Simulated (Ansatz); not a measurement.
# The gallium atom (doublet): density functionals in def2-SVPD

Aim: run the gallium atom (doublet) with a set of functionals in one basis and compare levels, spin and time.

Method: def2-SVPD, all electrons in the functionals, frozen cores in the correlation of double hybrids and RPA; program: Ansatz 0.2.0, Gaussian basis.

The runs, in order: SPW92, PBE, BLYP, revPBE, r2SCAN, B97M-V, PBE0, B3LYP, r2SCANh, r2SCAN0, BHLYP, CAM-B3LYP, wB97X-V, wB97M-V, HSE06, B2PLYP, PBE-QIDH, RPA-PBE.

## (1) The atom

A free atom, in its lowest state of this spin that the program finds. No spin-orbit coupling is included. The filled d shell of Ga may be among the frozen orbitals whatever the setting's name suggests; the logs give the count.

1 atom, charge 0, spin multiplicity 2.

No dispersion term is added; B97M-V, wB97X-V, wB97M-V hold VV10 nonlocal correlation. B3LYP takes the VWN-RPA correlation. HSE06 is the plane-wave form.

## (2) SPW92 (unrestricted)

The input, in.yaml:

```yaml
crystal:
  periodic: [false, false, false]
  atoms:
    - {symbol: Ga, position_ang: [0.000000, 0.000000, 0.000000]}
basis:
  gaussian: {orbitals: def2-SVPD}
magnetization: {spin_polarized: true, initial_magnetization: 1}
hamiltonian: {xc: {name: SPW92}}
```

On the command line:

```sh
$ ansatz run in.yaml --threads 1 --pin off --events-out ev --progress --plain --max-ram 2393MiB
```

Output:

```text
Functional definition: SPW92
  name "SPW92"
  cite "Dirac, Proc. Camb. Phil. Soc. 26, 376 (1930) doi:10.1017/S0305004100016108"
  cite "Slater, Phys. Rev. 81, 385 (1951) doi:10.1103/PhysRev.81.385"
  cite "Perdew & Wang, Phys. Rev. B 45, 13244 (1992) doi:10.1103/PhysRevB.45.13244"
  exchange = slater_x
  correlation = pw_c
327 factors; their error is unknown
mean field evaluation 1: about -52286.8997 eV, gradient 1.5e1 eV
mean field evaluation 2: about -52286.4732 eV, gradient 2.0e1 eV
mean field evaluation 4: about -52287.2470 eV, gradient 1.9e0 eV
mean field evaluation 8: about -52287.2439 eV, gradient 9.0e-2 eV
mean field evaluation 16: about -52287.1899 eV, gradient 2.3e0 eV
mean field evaluation 32: about -52287.2451 eV, gradient 2.2e-3 eV
mean field -52287.24399814 eV, -1921.5207753646 hartree, gradient 1.7e-5 eV, S^2 0.750922; 4 other end points of the search recorded, 0 dependent functions left out
reference -52287.24402378 eV, -1921.5207763071 hartree; 16, 15 occupied and 22, 23 virtual orbitals, 327 factors
Total energy: -52287.24402378 eV, -1921.5207763071 hartree
```

It took 0.72 s on 1 thread of Intel Xeon Platinum 8259CL at 2.50GHz, shared host.

From the report: ⟨S²⟩ of the determinant 0.751 (pure doublet: 0.75).

## (3) PBE (unrestricted)

Edit in.yaml of step 2 so:

```diff
@@ -7,2 +7,3 @@
 magnetization: {spin_polarized: true, initial_magnetization: 1}
-hamiltonian: {xc: {name: SPW92}}
+hamiltonian: {xc: {name: PBE}}
+output: {orbitals: {seedname: orbitals}}
```

Launched as before.

Output:

```text
Functional definition: PBE
  name "PBE"
  cite "Perdew, Burke & Ernzerhof, Phys. Rev. Lett. 77, 3865 (1996) doi:10.1103/PhysRevLett.77.3865"
  parent pbe
  parameter kappa = 0.804
  parameter beta = 0.06672455060314922
  exchange = pbe_x(kappa = kappa, mu = beta*pi^2/3)
  correlation = pbe_c(beta = beta)
327 factors; their error is unknown
mean field evaluation 1: about -52361.7469 eV, gradient 1.3e1 eV
mean field evaluation 2: about -52361.4961 eV, gradient 1.7e1 eV
mean field evaluation 4: about -52362.0522 eV, gradient 9.1e-2 eV
mean field evaluation 8: about -52362.0095 eV, gradient 5.1e-4 eV
mean field evaluation 16: about -52362.0095 eV, gradient 3.7e-5 eV
mean field evaluation 32: about -52362.0117 eV, gradient 4.6e-2 eV
mean field -52362.00946901 eV, -1924.2683557412 hartree, gradient 3.7e-5 eV, S^2 0.752310; 3 other end points of the search recorded, 0 dependent functions left out
reference -52362.00949598 eV, -1924.2683567326 hartree; 16, 15 occupied and 22, 23 virtual orbitals, 327 factors
Total energy: -52362.00949598 eV, -1924.2683567326 hartree
```

Run time: 1.2 s. Hardware: 1 thread of Intel Xeon Platinum 8259CL at 2.50GHz, shared host.

From the report: ⟨S²⟩ of the determinant 0.752 (pure doublet: 0.75).

## (4) BLYP (unrestricted)

Edit in.yaml of step 3 so:

```diff
@@ -7,3 +7,2 @@
 magnetization: {spin_polarized: true, initial_magnetization: 1}
-hamiltonian: {xc: {name: PBE}}
-output: {orbitals: {seedname: orbitals}}
+hamiltonian: {xc: {name: BLYP}}
```

Same command.

Output:

```text
Functional definition: BLYP
  name "BLYP"
  cite "Becke, Phys. Rev. A 38, 3098 (1988) doi:10.1103/PhysRevA.38.3098"
  cite "Lee, Yang & Parr, Phys. Rev. B 37, 785 (1988) doi:10.1103/PhysRevB.37.785"
  parameter beta = 0.0042
  parameter a = 0.04918
  parameter b = 0.132
  parameter c = 0.2533
  parameter d = 0.349
  exchange = b88_x(beta = beta)
  correlation = lyp_c(a = a, b = b, c = c, d = d)
327 factors; their error is unknown
mean field evaluation 1: about -52371.7770 eV, gradient 1.4e1 eV
mean field evaluation 2: about -52371.4605 eV, gradient 1.9e1 eV
mean field evaluation 4: about -52372.1457 eV, gradient 8.0e-2 eV
mean field evaluation 8: about -52372.1030 eV, gradient 5.7e-4 eV
mean field evaluation 16: about -52372.1030 eV, gradient 2.4e-5 eV
mean field evaluation 32: about -52372.1052 eV, gradient 4.2e-2 eV
mean field -52372.10297957 eV, -1924.6392854127 hartree, gradient 5.2e-5 eV, S^2 0.751611; 6 other end points of the search recorded, 0 dependent functions left out
reference -52372.10317974 eV, -1924.6392927689 hartree; 16, 15 occupied and 22, 23 virtual orbitals, 327 factors
Total energy: -52372.10317974 eV, -1924.6392927689 hartree
```

Wall time 1.9 s (1 thread of Intel Xeon Platinum 8259CL at 2.50GHz, shared host).

From the report: ⟨S²⟩ of the determinant 0.752 (pure doublet: 0.75).

## (5) revPBE (unrestricted)

Edit in.yaml of step 4 so:

```diff
@@ -7,2 +7,2 @@
 magnetization: {spin_polarized: true, initial_magnetization: 1}
-hamiltonian: {xc: {name: BLYP}}
+hamiltonian: {xc: {name: revPBE}}
```

The command is unchanged.

Output:

```text
Functional definition: revPBE
  name "revPBE"
  cite "Zhang & Yang, Phys. Rev. Lett. 80, 890 (1998) doi:10.1103/PhysRevLett.80.890"
  cite "Perdew, Burke & Ernzerhof, Phys. Rev. Lett. 77, 3865 (1996) doi:10.1103/PhysRevLett.77.3865"
  parameter kappa = 1.245
  parameter beta = 0.06672455060314922
  exchange = pbe_x(kappa = kappa, mu = beta*pi^2/3)
  correlation = pbe_c(beta = beta)
327 factors; their error is unknown
mean field evaluation 1: about -52366.0148 eV, gradient 1.2e1 eV
mean field evaluation 2: about -52365.7975 eV, gradient 1.6e1 eV
mean field evaluation 4: about -52366.2928 eV, gradient 1.0e-1 eV
mean field evaluation 8: about -52366.2501 eV, gradient 1.5e-4 eV
mean field evaluation 16: about -52366.2501 eV, gradient 4.7e-5 eV
mean field evaluation 32: about -52366.2501 eV, gradient 5.2e-2 eV
mean field -52366.25013846 eV, -1924.4241974691 hartree, gradient 1.0e-5 eV, S^2 0.752804; 3 other end points of the search recorded, 0 dependent functions left out
reference -52366.25017221 eV, -1924.4241987094 hartree; 16, 15 occupied and 22, 23 virtual orbitals, 327 factors
Total energy: -52366.25017221 eV, -1924.4241987094 hartree
```

It took 2 s on 1 thread of Intel Xeon Platinum 8259CL at 2.50GHz, shared host.

From the report: ⟨S²⟩ of the determinant 0.753 (pure doublet: 0.75).

## (6) r2SCAN (unrestricted)

Edit in.yaml of step 5 so:

```diff
@@ -7,2 +7,2 @@
 magnetization: {spin_polarized: true, initial_magnetization: 1}
-hamiltonian: {xc: {name: revPBE}}
+hamiltonian: {xc: {name: r2SCAN}}
```

Launched as before.

Output:

```text
Functional definition: r2SCAN
  name "r2SCAN"
  cite "Furness, Kaplan, Ning, Perdew & Sun, J. Phys. Chem. Lett. 11, 8208 (2020) doi:10.1021/acs.jpclett.0c02405"
  cite "Furness, Kaplan, Ning, Perdew & Sun, J. Phys. Chem. Lett. 11, 9248 (2020) doi:10.1021/acs.jpclett.0c03077"
  parent r2scan
  parameter k0 = 0.174
  parameter k1 = 0.065
  parameter a1 = 4.9479
  exchange = r2scan_x(k0 = k0, k1 = k1, a1 = a1)
  correlation = r2scan_c
327 factors; their error is unknown
mean field evaluation 1: about -52369.4717 eV, gradient 8.7e0 eV
mean field evaluation 2: about -52369.4254 eV, gradient 1.1e1 eV
mean field evaluation 4: about -52369.6508 eV, gradient 1.0e-1 eV
mean field evaluation 8: about -52369.6055 eV, gradient 6.9e-4 eV
mean field evaluation 16: about -52369.6055 eV, gradient 1.2e-4 eV
mean field -52369.60551647 eV, -1924.5475053367 hartree, gradient 4.4e-5 eV, S^2 0.755935; 1 other end points of the search recorded, 0 dependent functions left out
reference -52369.60553041 eV, -1924.5475058491 hartree; 16, 15 occupied and 22, 23 virtual orbitals, 327 factors
Total energy: -52369.60553041 eV, -1924.5475058491 hartree
```

Run time: 1.9 s. Hardware: 1 thread of Intel Xeon Platinum 8259CL at 2.50GHz, shared host.

From the report: ⟨S²⟩ of the determinant 0.756 (pure doublet: 0.75).

## (7) B97M-V (unrestricted)

Edit in.yaml of step 6 so:

```diff
@@ -7,2 +7,2 @@
 magnetization: {spin_polarized: true, initial_magnetization: 1}
-hamiltonian: {xc: {name: r2SCAN}}
+hamiltonian: {xc: {name: B97M-V}}
```

Same command.

Output, cut to the lines that bear on the results:

```text
Functional definition: B97M-V
  name "B97M-V"
  cite "Mardirossian & Head-Gordon, J. Chem. Phys. 142, 074111 (2015) doi:10.1063/1.4907719"
  cite "Becke, J. Chem. Phys. 107, 8554 (1997) doi:10.1063/1.475007"
  cite "Vydrov & Van Voorhis, J. Chem. Phys. 133, 244103 (2010) doi:10.1063/1.3521275"
  # Of w^i u^j: cxij and so on, Table III.
[...]
  gx(w, u) = cx00 + cx01*u + cx02*u^2 + (cx10 + cx11*u)*w
  gss(w, u) = css00 + css02*u^2 + css10*w + (css32*w^3 + css42*w^4)*u^2
  gos(w, u) = cos00 + cos01*u + cos03*u^3 + cos10*w + cos32*w^3*u^2
[...]
      + integral(e_c_pw_mod_opposite_spin*gos(b97_w_opposite, b97_u_opposite)) + vv10(b, c)
327 factors; their error is unknown
[...]
mean field -52359.84568425 eV, -1924.1888381183 hartree, gradient 2.2e-5 eV, S^2 0.752475; 2 other end points of the search recorded, 0 dependent functions left out
reference -52359.84572357 eV, -1924.1888395629 hartree; 16, 15 occupied and 22, 23 virtual orbitals, 327 factors
Total energy: -52359.84572357 eV, -1924.1888395629 hartree
```

Wall time 4.5 s (1 thread of Intel Xeon Platinum 8259CL at 2.50GHz, shared host).

From the report: ⟨S²⟩ of the determinant 0.752 (pure doublet: 0.75).

## (8) PBE0 (unrestricted)

Edit in.yaml of step 7 so:

```diff
@@ -7,2 +7,3 @@
 magnetization: {spin_polarized: true, initial_magnetization: 1}
-hamiltonian: {xc: {name: B97M-V}}
+hamiltonian: {xc: {name: PBE0}}
+output: {orbitals: {seedname: orbitals}}
```

Same command.

Output:

```text
Functional definition: PBE0
  name "PBE0"
  cite "Adamo & Barone, J. Chem. Phys. 110, 6158 (1999) doi:10.1063/1.478522"
  cite "Perdew, Burke & Ernzerhof, Phys. Rev. Lett. 77, 3865 (1996) doi:10.1103/PhysRevLett.77.3865"
  parent pbe
  parameter a = 0.25
  parameter kappa = 0.804
  parameter beta = 0.06672455060314922
  exchange = (1 - a)*pbe_x(kappa = kappa, mu = beta*pi^2/3) + a*exact_x
  correlation = pbe_c(beta = beta)
250 factors; integrals over basis functions are off by at most 1.3e-4 eV
mean field evaluation 1: about -52362.9252 eV, gradient 6.7e0 eV
mean field evaluation 2: about -52362.9295 eV, gradient 7.4e0 eV
mean field evaluation 4: about -52363.0292 eV, gradient 3.6e-1 eV
mean field evaluation 8: about -52363.0300 eV, gradient 3.2e-3 eV
mean field -52363.03003539 eV, -1924.3058608641 hartree, gradient 2.4e-5 eV, S^2 0.753731; 0 other end points of the search recorded, 0 dependent functions left out
reference -52363.03005477 eV, -1924.3058615762 hartree; 16, 15 occupied and 22, 23 virtual orbitals, 250 factors
Total energy: -52363.03005477 eV, -1924.3058615762 hartree
```

Run time: 0.72 s. Hardware: 1 thread of Intel Xeon Platinum 8259CL at 2.50GHz, shared host.

From the report: ⟨S²⟩ of the determinant 0.754 (pure doublet: 0.75).

## (9) B3LYP (unrestricted)

Edit in.yaml of step 8 so:

```diff
@@ -7,3 +7,2 @@
 magnetization: {spin_polarized: true, initial_magnetization: 1}
-hamiltonian: {xc: {name: PBE0}}
-output: {orbitals: {seedname: orbitals}}
+hamiltonian: {xc: {name: B3LYP}}
```

The command is unchanged.

Output, cut to the lines that bear on the results:

```text
Functional definition: B3LYP
  name "B3LYP"
  cite "Stephens, Devlin, Chabalowski & Frisch, J. Phys. Chem. 98, 11623 (1994) doi:10.1021/j100096a001"
  cite "Becke, Phys. Rev. A 38, 3098 (1988) doi:10.1103/PhysRevA.38.3098"
  cite "Lee, Yang & Parr, Phys. Rev. B 37, 785 (1988) doi:10.1103/PhysRevB.37.785"
  cite "Vosko, Wilk & Nusair, Can. J. Phys. 58, 1200 (1980) doi:10.1139/p80-159"
[...]
250 factors; integrals over basis functions are off by at most 1.3e-4 eV
[...]
mean field -52371.41280158 eV, -1924.6139218395 hartree, gradient 1.2e-5 eV, S^2 0.752395; 1 other end points of the search recorded, 0 dependent functions left out
reference -52371.41295015 eV, -1924.6139272995 hartree; 16, 15 occupied and 22, 23 virtual orbitals, 250 factors
Total energy: -52371.41295015 eV, -1924.6139272995 hartree
```

Run time: 1.4 s. Hardware: 1 thread of Intel Xeon Platinum 8259CL at 2.50GHz, shared host.

From the report: ⟨S²⟩ of the determinant 0.752 (pure doublet: 0.75).

## (10) r2SCANh (unrestricted)

Edit in.yaml of step 9 so:

```diff
@@ -7,2 +7,2 @@
 magnetization: {spin_polarized: true, initial_magnetization: 1}
-hamiltonian: {xc: {name: B3LYP}}
+hamiltonian: {xc: {name: r2SCANh}}
```

Same command.

Output, cut to the lines that bear on the results:

```text
Functional definition: r2SCANh
  name "r2SCANh"
  cite "Bursch, Neugebauer, Ehlert & Grimme, J. Chem. Phys. 156, 134105 (2022) doi:10.1063/5.0086040"
  cite "Furness, Kaplan, Ning, Perdew & Sun, J. Phys. Chem. Lett. 11, 8208 (2020) doi:10.1021/acs.jpclett.0c02405"
  cite "Furness, Kaplan, Ning, Perdew & Sun, J. Phys. Chem. Lett. 11, 9248 (2020) doi:10.1021/acs.jpclett.0c03077"
  parent r2scan
[...]
250 factors; integrals over basis functions are off by at most 1.3e-4 eV
[...]
mean field -52369.32038569 eV, -1924.5370269739 hartree, gradient 5.4e-6 eV, S^2 0.756176; 1 other end points of the search recorded, 0 dependent functions left out
reference -52369.32039798 eV, -1924.5370274255 hartree; 16, 15 occupied and 22, 23 virtual orbitals, 250 factors
Total energy: -52369.32039798 eV, -1924.5370274255 hartree
```

Run time: 2.4 s. Hardware: 1 thread of Intel Xeon Platinum 8259CL at 2.50GHz, shared host.

From the report: ⟨S²⟩ of the determinant 0.756 (pure doublet: 0.75).

## (11) r2SCAN0 (unrestricted)

Edit in.yaml of step 10 so:

```diff
@@ -7,2 +7,2 @@
 magnetization: {spin_polarized: true, initial_magnetization: 1}
-hamiltonian: {xc: {name: r2SCANh}}
+hamiltonian: {xc: {name: r2SCAN0}}
```

Same command.

Output, cut to the lines that bear on the results:

```text
Functional definition: r2SCAN0
  name "r2SCAN0"
  cite "Bursch, Neugebauer, Ehlert & Grimme, J. Chem. Phys. 156, 134105 (2022) doi:10.1063/5.0086040"
  cite "Furness, Kaplan, Ning, Perdew & Sun, J. Phys. Chem. Lett. 11, 8208 (2020) doi:10.1021/acs.jpclett.0c02405"
  cite "Furness, Kaplan, Ning, Perdew & Sun, J. Phys. Chem. Lett. 11, 9248 (2020) doi:10.1021/acs.jpclett.0c03077"
  parent r2scan
[...]
250 factors; integrals over basis functions are off by at most 1.3e-4 eV
[...]
mean field -52368.90603139 eV, -1924.5217997342 hartree, gradient 6.6e-5 eV, S^2 0.756545; 0 other end points of the search recorded, 0 dependent functions left out
reference -52368.90604137 eV, -1924.5218001007 hartree; 16, 15 occupied and 22, 23 virtual orbitals, 250 factors
Total energy: -52368.90604137 eV, -1924.5218001007 hartree
```

It took 1.9 s on 1 thread of Intel Xeon Platinum 8259CL at 2.50GHz, shared host.

From the report: ⟨S²⟩ of the determinant 0.757 (pure doublet: 0.75).

## (12) BHLYP (unrestricted)

Edit in.yaml of step 11 so:

```diff
@@ -7,2 +7,2 @@
 magnetization: {spin_polarized: true, initial_magnetization: 1}
-hamiltonian: {xc: {name: r2SCAN0}}
+hamiltonian: {xc: {name: BHLYP}}
```

Same command.

Output:

```text
Functional definition: BHLYP
  name "BHLYP"
  cite "Becke, J. Chem. Phys. 98, 1372 (1993) doi:10.1063/1.464304"
  cite "Becke, Phys. Rev. A 38, 3098 (1988) doi:10.1103/PhysRevA.38.3098"
  cite "Lee, Yang & Parr, Phys. Rev. B 37, 785 (1988) doi:10.1103/PhysRevB.37.785"
  parameter a = 0.5
  exchange = (1 - a)*b88_x + a*exact_x
  correlation = lyp_c
250 factors; integrals over basis functions are off by at most 1.3e-4 eV
mean field evaluation 1: about -52369.3022 eV, gradient 4.0e0 eV
mean field evaluation 2: about -52369.3461 eV, gradient 3.4e0 eV
mean field evaluation 4: about -52369.3689 eV, gradient 3.8e-1 eV
mean field evaluation 8: about -52369.3704 eV, gradient 1.9e-3 eV
mean field -52369.37037117 eV, -1924.5388639063 hartree, gradient 4.0e-5 eV, S^2 0.754069; 0 other end points of the search recorded, 0 dependent functions left out
reference -52369.37046986 eV, -1924.5388675333 hartree; 16, 15 occupied and 22, 23 virtual orbitals, 250 factors
Total energy: -52369.37046986 eV, -1924.5388675333 hartree
```

It took 1.1 s on 1 thread of Intel Xeon Platinum 8259CL at 2.50GHz, shared host.

From the report: ⟨S²⟩ of the determinant 0.754 (pure doublet: 0.75).

## (13) CAM-B3LYP (unrestricted)

Edit in.yaml of step 12 so:

```diff
@@ -7,2 +7,2 @@
 magnetization: {spin_polarized: true, initial_magnetization: 1}
-hamiltonian: {xc: {name: BHLYP}}
+hamiltonian: {xc: {name: CAM-B3LYP}}
```

Launched as before.

Output, cut to the lines that bear on the results:

```text
Functional definition: CAM-B3LYP
  name "CAM-B3LYP"
  cite "Yanai, Tew & Handy, Chem. Phys. Lett. 393, 51 (2004) doi:10.1016/j.cplett.2004.06.011"
  cite "Iikura, Tsuneda, Yanai & Hirao, J. Chem. Phys. 115, 3540 (2001) doi:10.1063/1.1383587"
  cite "Becke, Phys. Rev. A 38, 3098 (1988) doi:10.1103/PhysRevA.38.3098"
  cite "Lee, Yang & Parr, Phys. Rev. B 37, 785 (1988) doi:10.1103/PhysRevB.37.785"
  cite "Vosko, Wilk & Nusair, Can. J. Phys. 58, 1200 (1980) doi:10.1139/p80-159"
[...]
  # Exact exchange under (alpha + beta erf(omega r))/r, Becke's under what is left of 1/r.
[...]
250 factors; integrals over basis functions are off by at most 1.3e-4 eV
85 factors; integrals over basis functions are off by at most 8.1e-5 eV
[...]
mean field -52373.15623243 eV, -1924.6779917416 hartree, gradient 3.2e-5 eV, S^2 0.753369; 0 other end points of the search recorded, 0 dependent functions left out
reference -52373.15630495 eV, -1924.6779944066 hartree; 16, 15 occupied and 22, 23 virtual orbitals, 250 factors
Total energy: -52373.15630495 eV, -1924.6779944066 hartree
```

Run time: 1.2 s. Hardware: 1 thread of Intel Xeon Platinum 8259CL at 2.50GHz, shared host.

From the report: ⟨S²⟩ of the determinant 0.753 (pure doublet: 0.75).

## (14) wB97X-V (unrestricted)

Edit in.yaml of step 13 so:

```diff
@@ -7,2 +7,2 @@
 magnetization: {spin_polarized: true, initial_magnetization: 1}
-hamiltonian: {xc: {name: CAM-B3LYP}}
+hamiltonian: {xc: {name: wB97X-V}}
```

The command is unchanged.

Output, cut to the lines that bear on the results:

```text
Functional definition: wB97X-V
  name "wB97X-V"
  cite "Mardirossian & Head-Gordon, Phys. Chem. Chem. Phys. 16, 9904 (2014) doi:10.1039/C3CP54374A"
  cite "Becke, J. Chem. Phys. 107, 8554 (1997) doi:10.1063/1.475007"
  cite "Vydrov & Van Voorhis, J. Chem. Phys. 133, 244103 (2010) doi:10.1063/1.3521275"
[...]
      + integral(e_c_pw_opposite_spin*poly(b97_u_opposite, cos0, cos1)) + vv10(b, c)
250 factors; integrals over basis functions are off by at most 1.3e-4 eV
80 factors; integrals over basis functions are off by at most 2.9e-5 eV
[...]
mean field -52364.93819882 eV, -1924.3759845769 hartree, gradient 2.0e-5 eV, S^2 0.753765; 0 other end points of the search recorded, 0 dependent functions left out
reference -52364.93819841 eV, -1924.3759845617 hartree; 16, 15 occupied and 22, 23 virtual orbitals, 250 factors
Total energy: -52364.93819841 eV, -1924.3759845617 hartree
```

Run time: 2.9 s. Hardware: 1 thread of Intel Xeon Platinum 8259CL at 2.50GHz, shared host.

From the report: ⟨S²⟩ of the determinant 0.754 (pure doublet: 0.75).

## (15) wB97M-V (unrestricted)

Edit in.yaml of step 14 so:

```diff
@@ -7,2 +7,3 @@
 magnetization: {spin_polarized: true, initial_magnetization: 1}
-hamiltonian: {xc: {name: wB97X-V}}
+hamiltonian: {xc: {name: wB97M-V}}
+output: {orbitals: {seedname: orbitals}}
```

Same command.

Output, cut to the lines that bear on the results:

```text
Functional definition: wB97M-V
  name "wB97M-V"
  cite "Mardirossian & Head-Gordon, J. Chem. Phys. 144, 214110 (2016) doi:10.1063/1.4952647"
  cite "Becke, J. Chem. Phys. 107, 8554 (1997) doi:10.1063/1.475007"
  cite "Vydrov & Van Voorhis, J. Chem. Phys. 133, 244103 (2010) doi:10.1063/1.3521275"
  # Of w^i u^j: cxij and so on, Table III.
[...]
  gx(w, u) = 1 - cx + cx01*u + cx10*w
  gss(w, u) = css00 + css04*u^4 + css10*w + css20*w^2 + css43*w^4*u^3
  gos(w, u) = cos00 + cos10*w + (cos20 + cos21*u)*w^2 + (cos60 + cos61*u)*w^6
[...]
      + integral(e_c_pw_mod_opposite_spin*gos(b97_w_opposite, b97_u_opposite)) + vv10(b, c)
250 factors; integrals over basis functions are off by at most 1.3e-4 eV
80 factors; integrals over basis functions are off by at most 2.9e-5 eV
[...]
mean field -52367.22038339 eV, -1924.4598533127 hartree, gradient 7.3e-5 eV, S^2 0.752761; 0 other end points of the search recorded, 0 dependent functions left out
reference -52367.22041405 eV, -1924.4598544396 hartree; 16, 15 occupied and 22, 23 virtual orbitals, 250 factors
Total energy: -52367.22041405 eV, -1924.4598544396 hartree
```

Run time: 4 s. Hardware: 1 thread of Intel Xeon Platinum 8259CL at 2.50GHz, shared host.

From the report: ⟨S²⟩ of the determinant 0.753 (pure doublet: 0.75).

(Part 1 of 2 ends here.)
